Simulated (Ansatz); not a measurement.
**Ta4N3: further runs on the relaxed cell**

One table from this session's results is given with a row withheld; the runs are named, their logs left out.

Computed with Ansatz 0.2.0 (DFT r2SCAN, scalar-relativistic, plane waves, PAW, unless a step's input says otherwise).

## The system as given

The structure is tetragonal, space group I4/mmm (No. 139). The conventional cell has a = 4.380 Å, b = 4.380 Å, c = 8.580 Å, α = 90.00°, β = 90.00°, γ = 90.00°. Ta (site symmetry mmm) is surrounded by 4 N at 2.14 to 2.19 Å. Ta (site symmetry 4mm) is surrounded by 5 N at 2.20 to 2.30 Å. N (site symmetry -4m2) is surrounded by 6 Ta at 2.14 to 2.20 Å. N (site symmetry 4/mmm) has 6 Ta at 2.19 to 2.30 Å in its first shell of neighbours.

Coordinates:

```cif
data_structure
_symmetry_space_group_name_H-M 'P 1'
_symmetry_Int_Tables_number 1
_cell_length_a 5.2912
_cell_length_b 5.2912
_cell_length_c 5.2912
_cell_angle_alpha 131.098
_cell_angle_beta 131.098
_cell_angle_gamma 71.657
_cell_volume 82.31
loop_
_atom_site_label
_atom_site_type_symbol
_atom_site_fract_x
_atom_site_fract_y
_atom_site_fract_z
_atom_site_occupancy
Ta1 Ta 0.00000 0.50000 0.50000 1
Ta2 Ta 0.26817 0.26817 0.00000 1
Ta3 Ta 0.50000 0.00000 0.50000 1
Ta4 Ta 0.73183 0.73183 0.00000 1
N1 N 0.75000 0.25000 0.50000 1
N2 N 0.00000 0.00000 0.00000 1
N3 N 0.25000 0.75000 0.50000 1
```

It goes back to an entry of the Materials Project, which need not be the stable form.

It is the result of an earlier relaxation at this level (volume 11.76 Å³/atom; gap on the mesh: none (metal)).

The first run:

Contents of input.yaml:

```yaml
crystal:
  lattice:
    - [-2.1679645773, 2.1679645773, 4.2466062837]
    - [2.1679645773, -2.1679645773, 4.2466062837]
    - [2.1679645773, 2.1679645773, -4.2466062837]
  atoms:
    - { symbol: Ta, position: [0.0, 0.5, 0.5] }
    - { symbol: Ta, position: [0.2681744166, 0.2681744166, 0.0] }
    - { symbol: Ta, position: [0.5, 0.0, 0.5] }
    - { symbol: Ta, position: [0.7318255834, 0.7318255834, 0.0] }
    - { symbol: "N", position: [0.75, 0.25, 0.5] }
    - { symbol: "N", position: [0.0, 0.0, 0.0] }
    - { symbol: "N", position: [0.25, 0.75, 0.5] }
basis:
  ecutwfc: 500
kpoints:
  mp_grid: { grid: [12, 12, 12] }
hamiltonian:
  xc: r2scan
scf:
  occupations: { method: gaussian, width: 0.1 }
output:
  forces: true
  stress: true
  eigenvalues: true
relax:
  adjacent_minimum: "off"
  f_tol: 0.01
  max_steps: 30
  cell: { stress_tol: 0.1, fix: [volume] }
```

The run is started by

```bash
$ ansatz run input.yaml --threads 2 --pin off --max-ram 5120MiB --backend cpu --events-out ev --progress --plain --runs-dir out
```

Steps of the session up to this table: The cell scaled to 0.97 of its volume; Point at V/V0 = 1.03; Point at V/V0 = 0.94; Volume × 1.06; Point at V/V0 = 0.91; Point at V/V0 = 1.10; The cell scaled to 0.88 of its volume.

One of the session's tables, all rows but one given; the rest of the session is left out.

It belongs to the step «Equation of state». 

```
volume (Å³/atom)  energy above the lowest point (meV/atom)  pressure (GPa)
          10.347                                     216.4           55.00
          10.700                                     114.7           37.78
          11.053                                      48.1           23.12
          11.405                                      11.4           10.64
          11.758                                       0.0            0.00
          12.111                                         ?               ?
          12.464                                      39.0          -16.78
          12.934                                     101.2          -25.29
```

Q: Estimate the row for volume (Å³/atom) = 12.111 from the others.

Worked estimate for «energy above the lowest point (meV/atom)». A straight line through the neighbours (11.758, 0.0) and (12.464, 39.0) gives 0.0 + (39.0 − 0.0) × (12.111 − 11.758) / (12.464 − 11.758) = 19.5; a parabola fitted to 4 rows on both sides gives 10.6.

As computed: energy above the lowest point (meV/atom): 10.3; pressure (GPa): -9.07. In «energy above the lowest point (meV/atom)» the line misses by +9.2 and the parabola by +0.3.

To keep in mind: The final runs have no spin polarisation, so a magnetic state may lie lower.
